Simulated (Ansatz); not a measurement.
# Zr3ZnN2: the cost of one run

Method: DFT PBE, scalar-relativistic, plane waves, PAW, in Ansatz 0.2.0.

2 further runs of the same task are left out: 1 that didn't finish, 1 set aside as unsound or not needed.

## 1. Starting point

Symmetry: P6/mmm, No. 191, hexagonal system. Conventional cell: a = 5.015 Å, b = 5.015 Å, c = 4.196 Å, α = 90.00°, β = 90.00°, γ = 120.00°. Zr (site symmetry mmm) has 4 Zr at 2.51 Å and 4 N at 2.55 Å as nearest neighbours. Zn (site symmetry 6/mmm) has 6 N at 2.90 Å and 12 Zr at 3.27 Å as nearest neighbours. N (site symmetry -6m2) is surrounded by 6 Zr at 2.55 Å and 3 Zn at 2.90 Å.

As a file:

```xyz
6
Lattice="5.0151 0.0000 0.0000 -2.5075 4.3432 0.0000 0.0000 0.0000 4.1965" Properties=species:S:1:pos:R:3 pbc="T T T"
Zr    1.2538    2.1716    2.0982
Zr    2.5075    0.0000    2.0982
Zr   -1.2538    2.1716    2.0982
Zn    0.0000    0.0000    0.0000
N     2.5075    1.4477    0.0000
N     0.0000    2.8954    0.0000
```

The cell is invented: species swapped into a database cell of ErCo3Ni2 (P6/mmm, No. 191), with Zn on the Er sites, Zr on the Co sites and N on the Ni sites. Its size is a rough estimate.

## 2. A first look at the guess

Contents of input.yaml:

```yaml
crystal:
  lattice:
    - [5.01506311, 0.0, 0.0]
    - [-2.50753156, 4.34317205, 0.0]
    - [0.0, 0.0, 4.19646455]
  atoms:
    - { symbol: Zr, position: [0.5, 0.5, 0.5] }
    - { symbol: Zr, position: [0.5, 0.0, 0.5] }
    - { symbol: Zr, position: [0.0, 0.5, 0.5] }
    - { symbol: Zn, position: [0.0, 0.0, 0.0] }
    - { symbol: "N", position: [0.66666667, 0.33333333, 0.0] }
    - { symbol: "N", position: [0.33333333, 0.66666667, 0.0] }
basis:
  ecutwfc: 420
kpoints:
  mp_grid: { grid: [6, 6, 4] }
hamiltonian:
  xc: pbe
scf:
  occupations: { method: gaussian, width: 0.1 }
  lower_state_search: "off"
output:
  forces: true
  stress: true
  eigenvalues: true
```

The run is started by

```
ansatz run input.yaml --threads 1 --pin off --max-ram 2560MiB --backend cpu --events-out ev --progress --plain --runs-dir out
```

Q: Estimate wall time and peak memory on 1 thread of Arm Neoverse V1, shared host.

About 4.6 s, with a peak of 0.38 GiB.
